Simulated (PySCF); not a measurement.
**BeSe−: from the state search to spectroscopic constants**

An exercise on one series of results from a longer session: the logs are not shown, and one member is left open.

The runs use PySCF 2.14.0; Be aug-pcseg-1, Se aug-pcseg-1, no relativity.

1 further run of the same task is left out (set aside as unsound or not needed).

Set-up of the first run:

A driver script around PySCF takes these settings:

- atoms: Be, Se
- charge: -1
- basis: Be aug-pcseg-1, Se aug-pcseg-1
- Hamiltonian: no relativity
- basis functions: 49
- electrons treated: 39
- masses in u: 9.0122, 79.9165
- levels: PBE0, PBE, r²SCAN, B2PLYP, r²SCAN0, BHandHLYP, HSE06, HF, MP2, SCS-MP2, CCSD, CCSD(T)
- grid: 80 radial by 434 angular points
- occupations: held fixed by the projection of orbital angular momentum
- dissociation limit: Be + Se−, each in its ground configuration
- starting distance in angstrom: 2.175
- values of 2S to try: 1, 3

Launch:

```bash
OMP_NUM_THREADS=1 python dia.py task.json out
```

Among the steps run: Set-up; PBE0 along the bond; PBE; r²SCAN; B2PLYP (double hybrid); r²SCAN0 (hybrid meta-GGA); BHandHLYP; HSE06 (range-separated hybrid); UHF; Correlated methods on the Hartree–Fock reference.

One of the session's tables, all rows but one given; the rest of the session is left out.

It belongs to the step «The curves together». Energy (eV) from each level's lowest point:

```
R (Å)    UHF  UHF-MP2  UHF-SCS-MP2  UHF-CCSD  UHF-CCSD(T)
1.684  0.997    1.069        1.074       n/a          n/a
1.762  0.459    0.510        0.515     0.511        0.527
1.841  0.152    0.183        0.186     0.184        0.194
1.899  0.038    0.053        0.055     0.054        0.059
1.958  0.000    0.000        0.000     0.000        0.000
2.017      ?        ?            ?         ?            ?
2.095  0.125    0.089        0.084     0.085        0.072
2.193  0.335    0.274        0.263     0.262        0.239
2.310  0.659    0.577        0.557     0.544        0.511
2.467  1.126    1.074        1.035       n/a          n/a
```

**Question.** Estimate the row for R (Å) = 2.017.

Worked estimate for «UHF». A straight line through the neighbours (1.958, 0.000) and (2.095, 0.125) gives 0.000 + (0.125 − 0.000) × (2.017 − 1.958) / (2.095 − 1.958) = 0.054; a parabola fitted to 4 rows on both sides gives 0.028.

**Answer.** UHF: 0.023; UHF-MP2: 0.007; UHF-SCS-MP2: 0.005; UHF-CCSD: 0.006; UHF-CCSD(T): 0.000. In «UHF» the line misses by +0.031 and the parabola by +0.005.
